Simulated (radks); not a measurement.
# Nuclear size and the levels of Ta

The task here is to estimate one member of a computed series from the others.

Method: Dirac Kohn-Sham, LDA (Slater exchange, Perdew-Wang correlation), spin-unpolarised, spherical densities, finite nucleus; open shells fill j = l - 1/2 first. Code: radks (a radial shooting solver on a logarithmic mesh, Libxc functionals) version 1.

### Starting point

```
element            : tantalum (Z = 73)
charge             : 0
electrons          : 73
configuration      : [Xe] 4f14 5d3 6s2
nuclear rms radius : 5.3507 fm
```

Set-up of the first run:

Input:

```text
Z 73
configuration [Xe] 4f14 5d3 6s2 6p0 7s0
relativity Dirac
functional lda,pw
spin unpolarised
j_filling energy
nucleus finite rms 5.3507 fm
c 137.035999084
```

Among the steps run: rms radius 5.3507 fm.

One table of the session follows, with a row left open; its other results are not shown here.

Radial moments (bohr):

| level | <r> | outermost maximum (interpolated) | 90 % within | nodes |
| --- | --- | --- | --- | --- |
| 4f5/2 | 0.6342 | 0.438 | 1.06 | 0 |
| 4f7/2 | 0.6452 | 0.443 | 1.08 | 0 |
| 6s1/2 | 3.298 | 2.76 | 4.91 | 5 |
| 5d3/2 | 2.209 | 1.56 | 3.61 | 2 |
| 5d5/2 | 2.323 | 1.62 | 3.82 | 2 |
| 6p1/2 | ? | ? | ? | ? |
| 6p3/2 | 5.035 | 4.02 | 7.72 | 4 |
| 7s1/2 | 14.95 | 9.61 | 25.6 | 6 |

Q: Estimate the row for 6p1/2 from the others.

**Answer.** <r>: 4.535; outermost maximum (interpolated): 3.62; 90 % within: 6.95; nodes: 4. In the column «<r>» it lies between 6s1/2 (3.298) and 6p3/2 (5.035).
